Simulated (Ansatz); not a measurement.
# Bi2Te3: the cost of one run

Method: DFT PBEsol, scalar-relativistic, plane waves, PAW, in Ansatz 0.2.0.

## (1) The system as given

It takes space group R-3m (No. 166, trigonal). The conventional cell has a = 4.393 Å, b = 4.393 Å, c = 28.981 Å, α = 90.00°, β = 90.00°, γ = 120.00°. Bi (site symmetry 3m) has 3 Te at 3.11 Å and 3 Bi at 3.32 Å in its first shell of neighbours. Te (site symmetry -3m) is surrounded by 6 Te at 3.20 Å. Around Te (site symmetry 3m) lie 3 Bi at 3.11 Å and 3 Te at 3.20 Å.

Coordinates:

```cif
data_structure
_symmetry_space_group_name_H-M 'P 1'
_symmetry_Int_Tables_number 1
_cell_length_a 9.9879
_cell_length_b 9.9879
_cell_length_c 9.9879
_cell_angle_alpha 25.410
_cell_angle_beta 25.410
_cell_angle_gamma 25.410
_cell_volume 161.48
loop_
_atom_site_label
_atom_site_type_symbol
_atom_site_fract_x
_atom_site_fract_y
_atom_site_fract_z
_atom_site_occupancy
Bi1 Bi 0.80855 0.80855 0.80855 1
Bi2 Bi 0.40145 0.40145 0.40145 1
Te1 Te 0.60500 0.60500 0.60500 1
Te2 Te 0.20425 0.20425 0.20425 1
Te3 Te 0.00575 0.00575 0.00575 1
```

It is the result of an earlier relaxation at this level (volume 32.30 Å³/atom; gap on the mesh: none (metal)).

## (2) The bulk in the cell of the plane

File input.yaml:

```yaml
crystal:
  lattice:
    - [4.3933726414, 0.0, 0.0]
    - [-2.1966863207, 9.7433368343, 0.0]
    - [2.1966863207, 0.4952544363, 3.7724018103]
  atoms:
    - { symbol: Bi, position: [0.3828920163, 0.5743380244, 0.8085539919] }
    - { symbol: Bi, position: [0.197107898, 0.795661847, 0.401446051] }
    - { symbol: Te, position: [0.7900006944, 0.1850010415, 0.6049996528] }
    - { symbol: Te, position: [0.5914951867, 0.3872427801, 0.2042524066] }
    - { symbol: Te, position: [-0.0114957954, -0.017243693, 0.0057478977] }
basis:
  ecutwfc: 420
kpoints:
  mp_grid: { grid: [8, 4, 9] }
hamiltonian:
  xc: pbesol
scf:
  occupations: { method: gaussian, width: 0.1 }
output:
  forces: true
  stress: true
  eigenvalues: true
```

On the command line:

```
ansatz run input.yaml --threads 8 --pin off --max-ram 15360MiB --backend cpu --events-out ev --progress --plain --runs-dir out
```

**Question.** How long does this run take on 8 threads of Arm Neoverse V1, shared host, and how much memory does it need?

About 10 s, with a peak of 1.2 GiB.
